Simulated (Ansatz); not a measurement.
Predict the output of the script below (Ansatz 0.2.0 through its Python package).

`ch5bgete_scan.py`:
```python
import ansatz
from ase import Atoms
import numpy as np


def main() -> None:
    atoms = Atoms(["Te", "C", "B", "Ge", "H", "H", "H", "H", "H"], positions=[
        (-1.88, 1.0081, 0.623),
        (-0.3688, 0.1117, -0.513),
        (1.021, 0.4692, 0.0192),
        (0.2655, -1.4683, 0.2477),
        (-1.6056, 2.5508, -0.2094),
        (-0.4383, 0.1203, -1.6203),
        (1.9619, 1.2373, 0.2062),
        (1.1281, -2.4109, -0.589),
        (0.0047, -1.6643, 1.8184),
    ])
    system = ansatz.Crystal.molecule_from_ase(atoms)

    symbols = [site.symbol for site in system.cartesian_sites]
    start = np.array([site.position_ang for site in system.cartesian_sites])
    axis = (start[4] - start[0]) / np.linalg.norm(start[4] - start[0])
    moving = [4]
    lengths, energies = [1.561, 1.632, 1.703, 1.774, 1.845, 1.916, 1.987, 2.094], []
    for length in lengths:
        xyz = start.copy()
        xyz[moving] += (length - np.linalg.norm(start[4] - start[0])) * axis
        point = ansatz.Crystal.molecule()
        for symbol, place in zip(symbols, xyz):
            point = point.atom(symbol, place.tolist())
        base = (
            point.calculation()
            .basis(gaussian="def2-SVP")
            .functional("pbe")
        )
        report = base.run().report
        energies.append(report["free_energy_ev"])
        print(f"r = {length:6.3f} A  E = {energies[-1]:.5f} eV  <S^2> = {abs(report['mean_field']['state']['spin_squared']):.3f}")

    fit = np.polynomial.Polynomial.fit(lengths, np.array(energies) - min(energies), 4).convert()
    roots = [r.real for r in fit.deriv().roots() if abs(r.imag) < 1e-9 and fit.deriv(2)(r.real) > 0]
    r_e = min(roots, key=lambda r: abs(r - lengths[int(np.argmin(energies))]))
    print(f"minimum of the fit at {r_e:.4f} A, force constant {fit.deriv(2)(r_e):.2f} eV/A^2")


if __name__ == "__main__":
    main()
```

```console
$ python ch5bgete_scan.py
r =  1.561 A  E = -65582.84471 eV  <S^2> = 0.000
r =  1.632 A  E = -65582.96821 eV  <S^2> = 0.000
r =  1.703 A  E = -65582.99389 eV  <S^2> = 0.000
r =  1.774 A  E = -65582.94792 eV  <S^2> = 0.000
r =  1.845 A  E = -65582.85038 eV  <S^2> = 0.000
r =  1.916 A  E = -65582.71664 eV  <S^2> = 0.000
r =  1.987 A  E = -65582.55842 eV  <S^2> = 0.000
r =  2.094 A  E = -65582.29287 eV  <S^2> = 0.000
minimum of the fit at 1.6900 A, force constant 15.10 eV/A^2
```

What to keep in mind:
- Total energies depend on the basis set; only differences at equal settings carry meaning.
- The rest of the molecule is held rigid at a force-field or estimated start geometry, and the basis set is modest; single-reference methods fail as a bond breaks.
- def2 sets replace the cores of elements past krypton by effective core potentials.
- The orbitals are restricted, so S² is zero by construction.
- Wall time of the script: 28 s on 1 thread of Arm Neoverse V1, with other jobs on the host, peak memory 0.23 GiB.
